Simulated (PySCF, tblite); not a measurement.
# C7H12SSi: geometry, infrared bands, NMR shifts, electronic excitations and core binding energies

What infrared bands, NMR shifts, electronic excitations and core binding energies should C7H12SSi (`CCC[SiH2]c1cccs1`) show?

Computed with tblite 0.8.0 and PySCF 2.14.0, with density-fitted response routines of our own, on a single molecule in the gas phase. Atoms are numbered from 0 throughout.

## 1. The starting structure

21 atoms, charge 0, multiplicity 1; geometry from: force field or distance geometry start.

Bonds of the start (Å): C0–C1 1.50, C1–C2 1.52, C2–Si3 1.85, Si3–C4 1.84, C4–C5 1.36, C5–C6 1.35, C6–C7 1.37, C7–S8 1.83, S8–C4 1.88, C0–H9 1.12, C0–H10 1.13, C0–H11 1.10, C1–H12 1.14, C1–H13 1.11, C2–H14 1.11, C2–H15 1.11, Si3–H16 1.47, Si3–H17 1.47, C5–H18 1.10, C6–H19 1.11, C7–H20 1.09.

## 2. Geometry optimisation with GFN2-xTB

Job settings and geometry (Å):

```
{"job": {"kind": "relax", "xc": "GFN2-xTB", "basis": "xTB"}, "charge": 0, "multiplicity": 1}
C     -3.319700    -0.316700     0.217400
C     -2.450400     0.830400     0.649500
C     -1.175200     0.963800    -0.172000
Si    -0.242300    -0.624600    -0.010600
C      1.565100    -0.302400     0.123900
C      2.563800    -0.800000    -0.645200
C      3.820600    -0.389200    -0.349600
C      3.944100     0.489400     0.699900
S      2.295600     0.859400     1.410500
H     -3.465900    -0.302600    -0.897000
H     -4.319100    -0.162800     0.724800
H     -2.917100    -1.306000     0.467600
H     -2.084000     0.533000     1.687600
H     -2.987700     1.795800     0.733200
H     -1.407800     1.084200    -1.251500
H     -0.593900     1.842200     0.185200
H     -0.741400    -1.434800     1.111000
H     -0.451600    -1.411700    -1.232600
H      2.363000    -1.509100    -1.466200
H      4.718500    -0.735400    -0.895700
H      4.876600     0.914000     1.064000
```

The run is started by

```sh
OMP_NUM_THREADS=1 python probes_run.py task.json out
```

One launch serves the whole session: the jobs run in the order shown.

**Question.** This job is followed by: GFN2-xTB harmonic vibrations, gas phase; PBE0-D3(BJ)/def2-SVP geometry optimisation, gas phase; GIAO PBE0/pcSseg-1 NMR shielding, non-relativistic, gas phase; TDDFT wB97X-D/def2-SVPD, vertical, gas phase, core orbitals frozen in the response; GIAO B3LYP/pcSseg-1 NMR shielding, non-relativistic, gas phase; delta-SCF UKS SCAN, pcX-2 on the ionised atom, pcseg-1 elsewhere, spin-free X2C. What will the session give for the following? strongest single infrared mode (GFN2-xTB); zero-point energy (GFN2-xTB); point group; rotational constants (main isotopes); 13C shifts against TMS (PBE0/pcSseg-1); 1H shifts against TMS (PBE0/pcSseg-1, means over atoms taken as alike); 29Si shifts against TMS (PBE0/pcSseg-1); 33S shifts against CS2 (PBE0/pcSseg-1); lowest singlet (wB97X-D/def2-SVPD); brightest single state of those computed; lowest triplet; vertical ionisation energy (ΔSCF); C1s binding energies, SCAN/pcX-2; Si1s binding energies, SCAN/pcX-2; Si2p binding energies, SCAN/pcX-2; S1s binding energies, SCAN/pcX-2; S2p binding energies, SCAN/pcX-2; range of the shift of S8.

**Answer**, as computed:

```
                                                              quantity                                                                           value
                             strongest single infrared mode (GFN2-xTB)                                                           2207 cm⁻¹, 328 km/mol
                                          zero-point energy (GFN2-xTB)                                                                  103.6 kcal/mol
                                                           point group                                                                              C1
                                  rotational constants (main isotopes)                                                            3.31, 0.53, 0.48 GHz
                                13C shifts against TMS (PBE0/pcSseg-1)                                142.6, 140.9, 139.5, 132.4, 21.7, 17.2, 16.9 ppm
1H shifts against TMS (PBE0/pcSseg-1, means over atoms taken as alike)                                    7.51, 7.45, 7.19, 4.80, 1.63, 1.02, 1.00 ppm
                               29Si shifts against TMS (PBE0/pcSseg-1)                                                                       -41.2 ppm
                                33S shifts against CS2 (PBE0/pcSseg-1)                                                                         251 ppm
                                    lowest singlet (wB97X-D/def2-SVPD)                                                     5.55 eV (223 nm), f = 0.192
                              brightest single state of those computed                                                    state 10, 7.52 eV, f = 0.243
                                                        lowest triplet                                                                         3.73 eV
                                     vertical ionisation energy (ΔSCF)                                                                         8.68 eV
                                      C1s binding energies, SCAN/pcX-2  C1 290.56, C0 290.51, C7 290.50, C6 290.24, C5 290.16, C4 290.06, C2 289.92 eV
                                     Si1s binding energies, SCAN/pcX-2                                                                  Si3 1846.05 eV
                                     Si2p binding energies, SCAN/pcX-2                                                                   Si3 106.47 eV
                                      S1s binding energies, SCAN/pcX-2                                                                   S8 2477.67 eV
                                      S2p binding energies, SCAN/pcX-2                                                                    S8 170.13 eV
                                              range of the shift of S8                                                                  251 to 265 ppm
```

What this shows: Over 134 steps the energy fell by 0.863 eV; of the close pairs, C4–S8 changed most, 1.881 to 1.736 Å (GFN2-xTB). All 57 modes are real, so the xTB geometry is a minimum. The strongest single mode, at 2207 cm⁻¹, moves mainly H16. GFN2-xTB is a fitted tight-binding method: band positions and strengths are rough. Its intensities can rank the bands wrongly. The optimisation took 6 steps and gained 0.266 eV; among the close pairs (by a distance rule), C6–H19 changed most, from 1.043 to 1.091 Å (PBE0/def2-SVP). At PBE0/pcSseg-1: The largest span, 300 ppm, is at S8, where the paramagnetic term is -814 ppm. NICS(1)zz of -28 ppm above the planar ring from C4 marks a diatropic (aromatic) ring current. The lowest singlet, at 5.55 eV, is HOMO→LUMO 0.89 and is bright; of the 10 states computed, the strongest absorption comes from state 10 at 7.52 eV (the last computed, so partners may be missing). The lowest triplet lies 1.82 eV below the lowest singlet (triplets in Tamm-Dancoff, singlets in full TDDFT). The orbital energy would give 8.68 eV for ionisation, ΔSCF gives 8.68 eV. C1 (sp3 CH2) binds its C1s electron 0.64 eV more tightly than C2 (sp3 CH2 bonded to Si). Across the 2 runs the shift of S8 moves most, between 251 (PBE0/pcSseg-1) and 265 ppm (B3LYP/pcSseg-1).
